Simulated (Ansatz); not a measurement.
# SnSe2 (1T): the cost of one run

Program: Ansatz 0.2.0. Level of theory: DFT PBE+D3(BJ), scalar-relativistic, plane waves, PAW. These are calculated values, not measurements.

### Step 1. The starting structure

It takes space group P-3m1 (No. 164, trigonal). The conventional cell has a = 3.811 Å, b = 3.811 Å, c = 6.137 Å, α = 90.00°, β = 90.00°, γ = 120.00°. Around Sn (site symmetry -3m) lie 6 Se at 2.68 Å. Around Se (site symmetry 3m) lie 3 Sn at 2.68 Å.

As a file:

```
Sn Se
1.0
     3.81100    0.00000    0.00000
    -1.90550    3.30042    0.00000
     0.00000    0.00000    6.13700
Sn Se
1 2
Cartesian
  0.0000 0.0000 0.0000
  0.0000 2.2003 1.5342
  1.9055 1.1001 4.6027
```

### Step 2. Relaxing cell and atoms: SnSe2 (1T), no spin, 20 GPa

input.yaml reads:

```yaml
crystal:
  lattice:
    - [3.811, 0.0, 0.0]
    - [-1.9055, 3.3004228138, 0.0]
    - [0.0, 0.0, 6.137]
  atoms:
    - { symbol: Sn, position: [0.0, 0.0, 0.0] }
    - { symbol: Se, position: [0.3333333333, 0.6666666667, 0.25] }
    - { symbol: Se, position: [0.6666666667, 0.3333333333, 0.75] }
scf:
  occupations: { method: gaussian, width: 0.05 }
output:
  forces: true
  stress: true
  eigenvalues: true
  write_density: true
  write_potential: true
  elf: true
  volumetric_format: npy
hamiltonian:
  xc: pbe
  dispersion: d3bj
basis:
  ecutwfc: 500
kpoints:
  mp_grid: { grid: [18, 18, 10] }
relax:
  f_tol: 0.002
  max_steps: 60
  cell: { stress_tol: 0.02, p_target: 20 }
```

On the command line:

```console
$ ansatz run input.yaml --threads 4 --pin off --max-ram 10240MiB --backend cpu --events-out ev --progress --plain --runs-dir out
```

Q: Estimate wall time and peak memory on 4 threads of Intel Xeon 6975P-C (Granite Rapids), shared host.

About 66 s, with a peak of 1 GiB.
